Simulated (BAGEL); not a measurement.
# CH5B2O (SMILES BO[B]C): UHF/6-31G(d) (density fitting with qzvpp-jkfit, spherical functions)

What is the vertical electron affinity of CH5B2O at UHF/6-31G* (density fitting with qzvpp-jkfit, spherical functions)? 

The calculation is run with BAGEL 1.2.2.

**1. The molecule**

CH5B2O: 9 atoms, total charge 0, spin state doublet. SMILES: `BO[B]C`. Geometry: relaxed at GFN2-xTB. This is one conformer, not always the lowest.

Bond lengths: B1–O2 1.324 Å, O2–B3 1.259 Å, B3–C4 1.584 Å, B1–H5 1.179 Å, B1–H6 1.179 Å, C4–H7 1.087 Å, C4–H8 1.091 Å, C4–H9 1.088 Å. Some angles: B1–O2–B3 175.1°, O2–B3–C4 132.2°, O2–B1–H5 118.7°, O2–B1–H6 118.7°, B3–C4–H7 113.8°, B3–C4–H8 110.8°, B3–C4–H9 109.6°, H5–B1–H6 122.6°, H7–C4–H8 107.8°, H7–C4–H9 106.9°.

**2. A single-point energy at UHF/6-31G(d) (density fitting with qzvpp-jkfit, spherical functions)**

File input.json:

```json
{ "bagel": [

{
  "title": "molecule",
  "basis": "6-31gs.json",
  "df_basis": "qzvpp-jkfit",
  "angstrom": true,
  "geometry": [
    { "atom": "B", "xyz": [      -1.047400,       1.806640,       0.401550 ] },
    { "atom": "O", "xyz": [      -0.141750,       0.875440,       0.145530 ] },
    { "atom": "B", "xyz": [       0.794030,       0.067660,      -0.090960 ] },
    { "atom": "C", "xyz": [       0.813000,      -1.497380,      -0.335900 ] },
    { "atom": "H", "xyz": [      -1.533300,       2.386630,      -0.502170 ] },
    { "atom": "H", "xyz": [      -1.317960,       2.038590,       1.524910 ] },
    { "atom": "H", "xyz": [       1.559710,      -1.819010,      -1.057210 ] },
    { "atom": "H", "xyz": [      -0.159550,      -1.847500,      -0.683650 ] },
    { "atom": "H", "xyz": [       1.033220,      -2.011070,       0.597910 ] }
  ]
},

{
  "title": "uhf",
  "nopen": 1
},

{
  "title": "print",
  "file": "orbitals.molden",
  "orbitals": true
}

]}
```

The basis set 6-31G* is read from a file made from the Basis Set Exchange's data (not shown).

Started as:

```
$ BAGEL_NUM_THREADS=1 BAGEL input.json > input.out
```

Output:

```text
* using 1 threads per process

  ===============================================================
  ===============================================================

  *** Geometry ***

  { "atom" : "B", "xyz" : [     -1.979299,      3.414055,      0.758820 ] },
  { "atom" : "O", "xyz" : [     -0.267869,      1.654342,      0.275012 ] },
  { "atom" : "B", "xyz" : [      1.500499,      0.127859,     -0.171889 ] },
  { "atom" : "C", "xyz" : [      1.536347,     -2.829638,     -0.634759 ] },
  { "atom" : "H", "xyz" : [     -2.897517,      4.510077,     -0.948964 ] },
  { "atom" : "H", "xyz" : [     -2.490583,      3.852377,      2.881662 ] },
  { "atom" : "H", "xyz" : [      2.947425,     -3.437431,     -1.997837 ] },
  { "atom" : "H", "xyz" : [     -0.301506,     -3.491269,     -1.291911 ] },
  { "atom" : "H", "xyz" : [      1.952503,     -3.800372,      1.129886 ] },

  Number of auxiliary basis functions:      392

  Since a DF basis is specified, we compute 2- and 3-index integrals:
    o Being stored without compression. Storage requirement is 0.014 GB

  Number of basis functions:       66
  Number of electrons      :       29

    * METHOD: MOLECULE                             0.21

  *** Open-shell HF ***

  === Nuclear Repulsion ===
    93.2852148473

      * DIIS with orbital gradients will be used.

  === UHF iteration (6-31gs.json) ===
      0       -164.83646526          0.04490327           0.07
      1       -164.96658545          0.02922927           0.06
      2       -165.00191601          0.01828922           0.07
      3       -165.02323480          0.00173343           0.07
      4       -165.02421614          0.00063182           0.06
      5       -165.02436031          0.00025269           0.07
      6       -165.02440937          0.00005634           0.07
      7       -165.02441422          0.00001786           0.06
      8       -165.02441511          0.00000628           0.07
      9       -165.02441527          0.00000337           0.07
     10       -165.02441531          0.00000217           0.06
     11       -165.02441533          0.00000122           0.07
     12       -165.02441533          0.00000058           0.06
     13       -165.02441533          0.00000025           0.06
     14       -165.02441533          0.00000013           0.07
     15       -165.02441533          0.00000008           0.06
     16       -165.02441533          0.00000003           0.06
     17       -165.02441533          0.00000002           0.06
     18       -165.02441533          0.00000001           0.05
    * SCF iteration converged.

    * S^2 (UHF) is 0.7545

    * Permanent dipole moment:
           (    0.202818,     0.145376,    -0.016171) a.u.

    * METHOD: UHF                                  1.34

    * METHOD: PRINT                                0.02

  ===============================================================
```

Wall time 1.8 s (1 thread of Intel Xeon Platinum 8375C at 2.90GHz (Ice Lake), shared host); peak memory 0.08 GiB.

**3. The singlet anion at the same level**

File calc.json:

```json
{ "bagel" : [

{
  "title" : "molecule",
  "basis" : "6-31gs.json",
  "df_basis" : "qzvpp-jkfit",
  "angstrom" : true,
  "geometry" : [
    { "atom" : "B", "xyz" : [      -1.047400,       1.806640,       0.401550 ] },
    { "atom" : "O", "xyz" : [      -0.141750,       0.875440,       0.145530 ] },
    { "atom" : "B", "xyz" : [       0.794030,       0.067660,      -0.090960 ] },
    { "atom" : "C", "xyz" : [       0.813000,      -1.497380,      -0.335900 ] },
    { "atom" : "H", "xyz" : [      -1.533300,       2.386630,      -0.502170 ] },
    { "atom" : "H", "xyz" : [      -1.317960,       2.038590,       1.524910 ] },
    { "atom" : "H", "xyz" : [       1.559710,      -1.819010,      -1.057210 ] },
    { "atom" : "H", "xyz" : [      -0.159550,      -1.847500,      -0.683650 ] },
    { "atom" : "H", "xyz" : [       1.033220,      -2.011070,       0.597910 ] }
  ]
},

{
  "title" : "hf",
  "charge" : -1
},

{
  "title" : "print",
  "file" : "orbitals.molden",
  "orbitals" : true
}

]}
```

The basis set 6-31G* is read from a file made from the Basis Set Exchange's data (not shown).

Started as:

```
$ BAGEL_NUM_THREADS=1 BAGEL calc.json > calc.out
```

Output:

```text
* using 1 threads per process

  ===============================================================
  ===============================================================

  *** Geometry ***

  { "atom" : "B", "xyz" : [     -1.979299,      3.414055,      0.758820 ] },
  { "atom" : "O", "xyz" : [     -0.267869,      1.654342,      0.275012 ] },
  { "atom" : "B", "xyz" : [      1.500499,      0.127859,     -0.171889 ] },
  { "atom" : "C", "xyz" : [      1.536347,     -2.829638,     -0.634759 ] },
  { "atom" : "H", "xyz" : [     -2.897517,      4.510077,     -0.948964 ] },
  { "atom" : "H", "xyz" : [     -2.490583,      3.852377,      2.881662 ] },
  { "atom" : "H", "xyz" : [      2.947425,     -3.437431,     -1.997837 ] },
  { "atom" : "H", "xyz" : [     -0.301506,     -3.491269,     -1.291911 ] },
  { "atom" : "H", "xyz" : [      1.952503,     -3.800372,      1.129886 ] },

  Number of auxiliary basis functions:      392

  Since a DF basis is specified, we compute 2- and 3-index integrals:
    o Being stored without compression. Storage requirement is 0.014 GB

  Number of basis functions:       66
  Number of electrons      :       29

    * METHOD: MOLECULE                             0.20

  *** RHF ***

  === Nuclear Repulsion ===
    93.2852148473

      * DIIS with orbital gradients will be used.

  === RHF iteration (6-31gs.json) ===
      0       -164.65780145          0.02658740           0.03
      1       -164.81989344          0.01910412           0.03
      2       -164.90912631          0.00242907           0.04
      3       -164.91240791          0.00078464           0.03
      4       -164.91283386          0.00026104           0.02
      5       -164.91291607          0.00009811           0.04
      6       -164.91293328          0.00006120           0.03
      7       -164.91293736          0.00001436           0.02
      8       -164.91293781          0.00000752           0.04
      9       -164.91293786          0.00000233           0.04
     10       -164.91293787          0.00000122           0.02
     11       -164.91293787          0.00000043           0.03
     12       -164.91293787          0.00000016           0.04
     13       -164.91293787          0.00000006           0.02
     14       -164.91293787          0.00000004           0.03
     15       -164.91293787          0.00000002           0.04
     16       -164.91293787          0.00000001           0.02
     17       -164.91293787          0.00000000           0.03
    * SCF iteration converged.

    * Permanent dipole moment:
           (    0.710133,     0.881097,     0.034852) a.u.

    * METHOD: HF                                   0.70

    * METHOD: PRINT                                0.02

  ===============================================================
```

It took 1.1 s on 1 thread of Intel Xeon Platinum 8375C at 2.90GHz (Ice Lake), shared host; peak memory 0.081 GiB.

**4. Results**

At UHF/6-31G* (density fitting with qzvpp-jkfit, spherical functions):

| quantity | value |
| --- | --- |
| doublet CH5B2O: total energy | -165.02442 Eh |
| doublet CH5B2O: dipole moment | 0.64 D |
| doublet CH5B2O: ⟨S²⟩ | 0.754 |
| singlet anion: total energy | -164.91294 Eh |
| singlet anion: HOMO energy | 1.73 eV |
| singlet anion: LUMO energy | 9.14 eV |
| singlet anion: HOMO–LUMO gap (to an unbound level, set by the basis) | 7.41 eV |
| vertical electron affinity (to the singlet anion) | -3.033 eV |

The anion lies 3.03 eV (70 kcal/mol) above the neutral: the electron isn't bound at this level, and such a value depends on the basis. Without diffuse functions anions come out too high. Hartree–Fock misses the correlation that binds many anions. The HOMO (singlet anion) lies at positive energy, 1.73 eV: the electron is unbound at this level or held by a compact basis; values depend on the basis.
